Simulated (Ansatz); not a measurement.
# CH₆BGe radical: how energies converge with the basis set

How large a basis does CH₆BGe radical need? Two functionals are run in growing sets.

Method: one geometry, several basis sets; program: Ansatz 0.2.0, Gaussian basis.

Plan: PBE0-D4/def2-SVP; ωB97M-V/def2-SVP; PBE0-D4/def2-QZVPP; ωB97M-V/def2-QZVPP; the functionals' def2-TZVPP values are taken from earlier runs.

**1. Structure used throughout**

The geometry comes from an earlier relaxation with PBE0-D4 in a triple-zeta def2 set; it is a stationary point, not always the lowest conformer.

SMILES `C[B][GeH3]`, 9 atoms, charge 0, spin multiplicity 2.

Atoms are counted from 1 here; the program's logs count them from 0.

Bond lengths: C1–B2 1.533 Å, C1–H4 1.093 Å, C1–H5 1.104 Å, C1–H6 1.096 Å, B2–Ge3 2.042 Å, Ge3–H7 1.540 Å, Ge3–H8 1.540 Å, Ge3–H9 1.549 Å. Angles: B2–C1–H4 115.4°, B2–C1–H5 103.7°, B2–C1–H6 114.6°, H4–C1–H5 106.5°, H4–C1–H6 109.8°, H5–C1–H6 105.9°, C1–B2–Ge3 136.6°, B2–Ge3–H7 109.1°, B2–Ge3–H8 108.7°, B2–Ge3–H9 116.4°, H7–Ge3–H8 107.4°, H7–Ge3–H9 107.6°, H8–Ge3–H9 107.4°.

**2. PBE0-D4 in def2-SVP**

Input file in.yaml:

```yaml
crystal:
  periodic: [false, false, false]
  atoms:
    - {symbol: C, position_ang: [-0.798846, 1.107249, -0.998440]}
    - {symbol: B, position_ang: [-0.086784, -0.219613, -0.710980]}
    - {symbol: Ge, position_ang: [0.751333, -1.131077, 0.912287]}
    - {symbol: H, position_ang: [-1.378407, 1.136965, -1.924221]}
    - {symbol: H, position_ang: [0.028914, 1.827010, -1.123002]}
    - {symbol: H, position_ang: [-1.405457, 1.488288, -0.168766]}
    - {symbol: H, position_ang: [2.250161, -1.358140, 0.642992]}
    - {symbol: H, position_ang: [0.100318, -2.515063, 1.091038]}
    - {symbol: H, position_ang: [0.627268, -0.382019, 2.261892]}
basis:
  gaussian: {orbitals: def2-SVP}
magnetization: {spin_polarized: true, initial_magnetization: 1}
hamiltonian: {xc: pbe0, dispersion: d4}
output: {orbitals: {seedname: orbitals}}
```

Launch:

```console
$ ansatz run in.yaml --threads 4 --pin off --events-out ev --progress --plain --max-ram 10444MiB
```

After this run come: ωB97M-V in def2-SVP; PBE0-D4 in def2-QZVPP; ωB97M-V in def2-QZVPP.

Before running them: what should the planned runs give, taken together? Wanted: PBE0-D4: double and triple zeta above quadruple; ωB97M-V: double and triple zeta above quadruple.

The runs gave:

| quantity | value |
| --- | --- |
| PBE0-D4: double and triple zeta above quadruple | 10.37, 1.33 eV |
| ωB97M-V: double and triple zeta above quadruple | 10.48, 1.30 eV |

In words: PBE0-D4 gains 9.05 eV from double to triple zeta, then 1.33 eV more. These are total energies; as a rule much of such shifts cancels in differences, which this series doesn't test.
